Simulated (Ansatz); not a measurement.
# CeO2: the cost of one run

Method: DFT r²SCAN, scalar-relativistic, plane waves, PAW, in Ansatz 0.2.0.

3 further runs of the same task are left out: 1 that didn't finish, 2 set aside as unsound or not needed. Runs told in other sessions of the task aren't counted.

## Step 1: Starting point

It takes space group Fm-3m (No. 225, cubic). Conventional cell: a = 5.437 Å, b = 5.437 Å, c = 5.437 Å, α = 90.00°, β = 90.00°, γ = 90.00°. Ce (site symmetry m-3m) is surrounded by 8 O at 2.35 Å. O (site symmetry -43m) is surrounded by 4 Ce at 2.35 Å.

As a file:

```cif
data_structure
_symmetry_space_group_name_H-M 'P 1'
_symmetry_Int_Tables_number 1
_cell_length_a 3.8448
_cell_length_b 3.8448
_cell_length_c 3.8448
_cell_angle_alpha 60.000
_cell_angle_beta 60.000
_cell_angle_gamma 60.000
_cell_volume 40.19
loop_
_atom_site_label
_atom_site_type_symbol
_atom_site_fract_x
_atom_site_fract_y
_atom_site_fract_z
_atom_site_occupancy
Ce1 Ce 0.00000 0.00000 0.00000 1
O1 O 0.25000 0.25000 0.25000 1
O2 O 0.75000 0.75000 0.75000 1
```

An earlier run at r²SCAN left this cell at 13.396 Å³/atom and 0.00 GPa (8×8×8 mesh).

The changes: atom 3 (O) moved 0.05 Å along z; strain e6 = +0.03, atoms carried along; all atoms moved at random (σ = 0.03 Å), cell strained at random (1 %).

## Step 2: Atom 3 (O) moved 0.05 Å along z

Contents of input.yaml:

```yaml
crystal:
  lattice:
    - [0.0, 2.7186832541, 2.7186832541]
    - [2.7186832541, 0.0, 2.7186832541]
    - [2.7186832541, 2.7186832541, 0.0]
  atoms:
    - { symbol: Ce, position: [0.0, 0.0, 0.0] }
    - { symbol: O, position: [0.25, 0.25, 0.25] }
    - { symbol: O, position: [0.7591956281, 0.7591956281, 0.7408043719] }
basis:
  ecutwfc: 500
  ecutrho_ratio: 4
kpoints:
  mp_grid: { grid: [8, 8, 8] }
hamiltonian:
  xc: r2scan
scf:
  occupations: { method: gaussian, width: 0.05 }
output:
  forces: true
  stress: true
  eigenvalues: true
  write_density: true
  write_potential: true
  elf: true
  volumetric_format: npy
```

Command:

```
> ansatz run input.yaml --threads 4 --pin off --max-ram 7168MiB --backend cpu --events-out ev --progress --plain --runs-dir out
```

**Question.** How long does this run take on 4 threads of Arm Neoverse V2, shared host, and how much memory does it need?

About 10 s, with a peak of 0.49 GiB.
